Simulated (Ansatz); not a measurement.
**H₂SeO₂ (SMILES O[Se]O): one structure at several levels**

One table from this session's results is given with a row withheld; the runs are named, their logs left out.

Method: single points in def2-TZVPP; program: Ansatz 0.2.0, Gaussian basis.

Cores are frozen in the correlated methods. Filled d shells of the heavier atoms are correlated.

### The system as given

5 atoms, charge 0, spin multiplicity 1.

Atoms are counted from 1 here; the program's logs count them from 0.

Bond lengths: O1–Se2 1.625 Å, O1–H4 0.918 Å, Se2–O3 2.000 Å, O3–H5 0.906 Å. Angles: Se2–O1–H4 111.8°, O1–Se2–O3 98.4°, Se2–O3–H5 81.2°.

As a file:

```xyz
5
H2O2Se
O    -1.1067    0.4614   -0.6936
Se   -0.5618    0.2691    0.8255
O     1.2477   -0.4655    0.3942
H    -1.5627   -0.2783   -0.9883
H     1.4401    0.4178    0.3398
```

The first run:

Input file run/in.yaml:

```yaml
crystal:
  periodic: [false, false, false]
  atoms:
    - {symbol: O, position_ang: [-1.106700, 0.461400, -0.693600]}
    - {symbol: Se, position_ang: [-0.561800, 0.269100, 0.825500]}
    - {symbol: O, position_ang: [1.247700, -0.465500, 0.394200]}
    - {symbol: H, position_ang: [-1.562700, -0.278300, -0.988300]}
    - {symbol: H, position_ang: [1.440100, 0.417800, 0.339800]}
basis:
  gaussian: {orbitals: def2-TZVPP}
correlation: {method: ccsd_t}
output: {forces: true}
```

No record of the launch command was kept for these runs.

Steps of the session up to this table: CCSD(T)/def2-TZVPP; PBE0-D4/def2-TZVPP; wB97M-V/def2-TZVPP; r2SCAN-D4/def2-TZVPP; PBE-D4/def2-TZVPP; revPBE-D4/def2-TZVPP; SPW92/def2-TZVPP.

One of the session's tables, all rows but one given; the rest of the session is left out.

```
   method  RMS force component (eV/Å)  angle to CCSD(T) forces (°)  dipole (D)
  CCSD(T)                       2.709                    reference        1.96
  PBE0-D4                       2.634                          2.4        2.06
  wB97M-V                       2.684                          2.8        2.13
r2SCAN-D4                           ?                            ?           ?
   PBE-D4                       2.906                          6.3        1.97
revPBE-D4                       2.949                          7.0        1.96
    SPW92                       2.789                          8.3        2.02
```

**Question.** Estimate the row for r2SCAN-D4.

**Answer.** RMS force component (eV/Å): 2.689; angle to CCSD(T) forces (°): 1.6; dipole (D): 1.99. In the column «RMS force component (eV/Å)» it lies between wB97M-V (2.684) and CCSD(T) (2.709).
